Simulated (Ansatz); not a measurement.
**ZnO: further runs on the relaxed cell**

One table from this session's results is given with a row withheld; the runs are named, their logs left out.

Method: DFT r2SCAN, scalar-relativistic, plane waves, PAW, in Ansatz 0.2.0.

1 further run of the same task is left out (set aside as unsound or not needed).

## Starting point

The structure is hexagonal, space group P6_3mc (No. 186). Conventional cell: a = 3.235 Å, b = 3.235 Å, c = 5.211 Å, α = 90.00°, β = 90.00°, γ = 120.00°. Zn (site symmetry 3m) is surrounded by 4 O at 1.97 to 1.98 Å. Around O (site symmetry 3m) lie 4 Zn at 1.97 to 1.98 Å.

As a file:

```cif
data_structure
_symmetry_space_group_name_H-M 'P 1'
_symmetry_Int_Tables_number 1
_cell_length_a 3.2352
_cell_length_b 3.2352
_cell_length_c 5.2114
_cell_angle_alpha 90.000
_cell_angle_beta 90.000
_cell_angle_gamma 120.000
_cell_volume 47.24
loop_
_atom_site_label
_atom_site_type_symbol
_atom_site_fract_x
_atom_site_fract_y
_atom_site_fract_z
_atom_site_occupancy
Zn1 Zn 0.33333 0.66667 0.49969 1
Zn2 Zn 0.66667 0.33333 0.99969 1
O1 O 0.66667 0.33333 0.37932 1
O2 O 0.33333 0.66667 0.87932 1
```

This cell was relaxed beforehand with the same method: volume 11.81 Å³/atom, gap on the mesh 1.24 eV.

The first run:

The input, input.yaml:

```yaml
crystal:
  lattice:
    - [3.2025170799, 0.0, 0.0]
    - [-1.6012585399, 2.7734611472, 0.0]
    - [0.0, 0.0, 5.1587575539]
  atoms:
    - { symbol: Zn, position: [0.3333333333, 0.6666666667, 0.4996921305] }
    - { symbol: Zn, position: [0.6666666667, 0.3333333333, -0.0003078695] }
    - { symbol: O, position: [0.6666666667, 0.3333333333, 0.3793178695] }
    - { symbol: O, position: [0.3333333333, 0.6666666667, 0.8793178695] }
basis:
  ecutwfc: 500
kpoints:
  mp_grid: { grid: [12, 12, 6] }
hamiltonian:
  xc: r2scan
scf:
  occupations: { method: gaussian, width: 0.02 }
output:
  forces: true
  stress: true
  eigenvalues: true
  write_density: true
  write_potential: true
  elf: true
  volumetric_format: npy
relax:
  adjacent_minimum: "off"
  f_tol: 0.01
  max_steps: 30
  cell: { stress_tol: 0.1, fix: [volume] }
```

Started as:

```console
ansatz run input.yaml --threads 1 --pin off --max-ram 2560MiB --backend cpu --events-out ev --progress --plain --runs-dir out
```

Among the steps run: Point at V/V0 = 0.97; The cell scaled to 1.03 of its volume; Volume × 0.94; Volume × 1.06; Point at V/V0 = 0.91; Point at V/V0 = 1.10; Point at V/V0 = 0.88.

One of the session's tables, all rows but one given; the rest of the session is left out.

It belongs to the step «Fit of the equation of state». 

| volume (Å³/atom) | energy above the lowest point (meV/atom) | pressure (GPa) | gap on the mesh (eV) |
| --- | --- | --- | --- |
| 10.392 | 100.1 | 25.40 | 1.42 |
| 10.747 | 53.0 | 17.41 | 1.37 |
| 11.101 | ? | ? | ? |
| 11.455 | 5.3 | 4.89 | 1.28 |
| 11.809 | 0.0 | 0.00 | 1.24 |
| 12.164 | 4.7 | -4.16 | 1.19 |
| 12.518 | 17.9 | -7.69 | 1.15 |
| 12.990 | 46.6 | -11.60 | 1.09 |

Estimate the missing values for volume (Å³/atom) = 11.101.

Worked estimate for «energy above the lowest point (meV/atom)». A straight line through the neighbours (10.747, 53.0) and (11.455, 5.3) gives 53.0 + (5.3 − 53.0) × (11.101 − 10.747) / (11.455 − 10.747) = 29.1; a parabola fitted to 4 rows on both sides gives 22.2.

As computed: energy above the lowest point (meV/atom): 22.2; pressure (GPa): 10.64; gap on the mesh (eV): 1.33. In «energy above the lowest point (meV/atom)» the line misses by +6.9 and the parabola by 0.0.
